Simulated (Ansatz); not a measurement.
# C₅H₅F₃: up Jacob's ladder to CCSD(T)

The task here is to estimate one member of a computed series from the others.

Method: functionals in def2-TZVPP, the program's frozen cores in correlated methods; program: Ansatz 0.2.0, Gaussian basis.

Plan: LDA (SPW92), PBE-D4, revPBE-D4, BLYP-D4, r2SCAN-D4, B97M-V, PBE0-D4, B3LYP-D4, r2SCANh-D4, r2SCAN0-D4, HSE06-D4, BHLYP-D4, CAM-B3LYP-D4, LC-ωPBE, ωB97X-V, ωB97M-V, B2PLYP, PBE-QIDH; CCSD(T)/def2-SVP; MP2/def2-TZVPP; MP2/def2-QZVPP; RPA on PBE.

## The geometry

An earlier PBE0-D4 in a triple-zeta def2 set relaxation fixed the geometry.

SMILES `FC1CC=CC1(F)F`, 13 atoms, charge 0, spin multiplicity 1.

Atoms are counted from 1 here; the program's logs count them from 0.

Bond lengths: F1–C2 1.375 Å, C2–C3 1.525 Å, C2–C6 1.543 Å, C2–H9 1.092 Å, C3–C4 1.501 Å, C3–H10 1.093 Å, C3–H11 1.095 Å, C4–C5 1.326 Å, C4–H12 1.083 Å, C5–C6 1.491 Å, C5–H13 1.081 Å, C6–F7 1.348 Å, C6–F8 1.369 Å. Angles: F1–C2–C3 109.6°, F1–C2–C6 109.2°, F1–C2–H9 108.1°, C3–C2–C6 104.4°, C3–C2–H9 114.8°, C6–C2–H9 110.7°, C2–C3–C4 103.8°, C2–C3–H10 109.9°, C2–C3–H11 111.6°, C4–C3–H10 113.3°, C4–C3–H11 111.0°, H10–C3–H11 107.2°, C3–C4–C5 112.8°, C3–C4–H12 122.4°, C5–C4–H12 124.7°, C4–C5–C6 110.2°, C4–C5–H13 127.6°, C6–C5–H13 122.2° and more.

Coordinates:

```
atom    x (Å)    y (Å)    z (Å)
  F1  -0.7772  -0.6109   1.8567
  C2   0.0294  -0.8034   0.7601
  C3   1.0245   0.3474   0.6499
  C4   0.4124   1.2530  -0.3784
  C5  -0.6079   0.6938  -1.0149
  C6  -0.8223  -0.6974  -0.5224
  F7  -2.1169  -1.0027  -0.3044
  F8  -0.3625  -1.6097  -1.4344
  H9   0.4823  -1.7933   0.8409
 H10   1.1521   0.8242   1.6246
 H11   2.0113  -0.0015   0.3290
 H12   0.7981   2.2449  -0.5815
 H13  -1.2030   1.1209  -1.8105
```

The first run:

in.yaml reads:

```yaml
crystal:
  periodic: [false, false, false]
  atoms:
    - {symbol: F, position_ang: [-0.777218, -0.610893, 1.856659]}
    - {symbol: C, position_ang: [0.029359, -0.803364, 0.760127]}
    - {symbol: C, position_ang: [1.024541, 0.347411, 0.649910]}
    - {symbol: C, position_ang: [0.412436, 1.252965, -0.378379]}
    - {symbol: C, position_ang: [-0.607876, 0.693775, -1.014888]}
    - {symbol: C, position_ang: [-0.822274, -0.697433, -0.522425]}
    - {symbol: F, position_ang: [-2.116890, -1.002651, -0.304390]}
    - {symbol: F, position_ang: [-0.362496, -1.609727, -1.434415]}
    - {symbol: H, position_ang: [0.482343, -1.793303, 0.840873]}
    - {symbol: H, position_ang: [1.152058, 0.824211, 1.624582]}
    - {symbol: H, position_ang: [2.011284, -0.001476, 0.328973]}
    - {symbol: H, position_ang: [0.798138, 2.244892, -0.581455]}
    - {symbol: H, position_ang: [-1.203003, 1.120891, -1.810473]}
basis:
  gaussian: {orbitals: def2-TZVPP}
hamiltonian: {xc: lda}
output: {orbitals: {seedname: orbitals}}
```

Command:

```bash
$ ansatz run in.yaml --threads 4 --pin off --events-out ev --progress --plain --max-ram 11315MiB
```

Among the steps run: LDA; PBE-D4 (GGA); revPBE-D4 (GGA); BLYP-D4 (GGA); r2SCAN-D4 (meta-GGA); B97M-V (meta-GGA); B3LYP-D4 (hybrid); r2SCANh-D4 (hybrid); r2SCAN0-D4 (hybrid); HSE06-D4 (hybrid); BHLYP-D4 (hybrid); CAM-B3LYP-D4 (range-separated); LC-ωPBE (range-separated); ωB97X-V (range-separated); ωB97M-V (range-separated); B2PLYP (double hybrid); PBE-QIDH (double hybrid).

One table of the session follows, with a row left open; its other results are not shown here.

It belongs to the step «Orbital energies across the functionals». 

| functional | HOMO (eV) | gap (eV) |
| --- | --- | --- |
| LDA (SPW92) | -7.22 | 5.34 |
| PBE-D4 | -7.03 | 5.42 |
| revPBE-D4 | ? | ? |
| BLYP-D4 | -6.88 | 5.40 |
| r2SCAN-D4 | -7.26 | 5.86 |
| B97M-V | -7.28 | 5.96 |
| PBE0-D4 | -8.24 | 7.66 |
| B3LYP-D4 | -8.02 | 7.19 |
| r2SCANh-D4 | -7.72 | 6.69 |
| r2SCAN0-D4 | -8.40 | 7.93 |
| HSE06-D4 | -7.83 | 6.87 |
| BHLYP-D4 | -9.29 | 9.84 |
| CAM-B3LYP-D4 | -9.60 | 10.18 |
| LC-ωPBE | -11.00 | 12.78 |
| ωB97X-V | -10.60 | 12.30 |
| ωB97M-V | -10.50 | 12.08 |

Estimate the missing values for revPBE-D4.

**Answer.** HOMO (eV): -6.95; gap (eV): 5.45. In the column «HOMO (eV)» it lies between PBE-D4 (-7.03) and BLYP-D4 (-6.88).
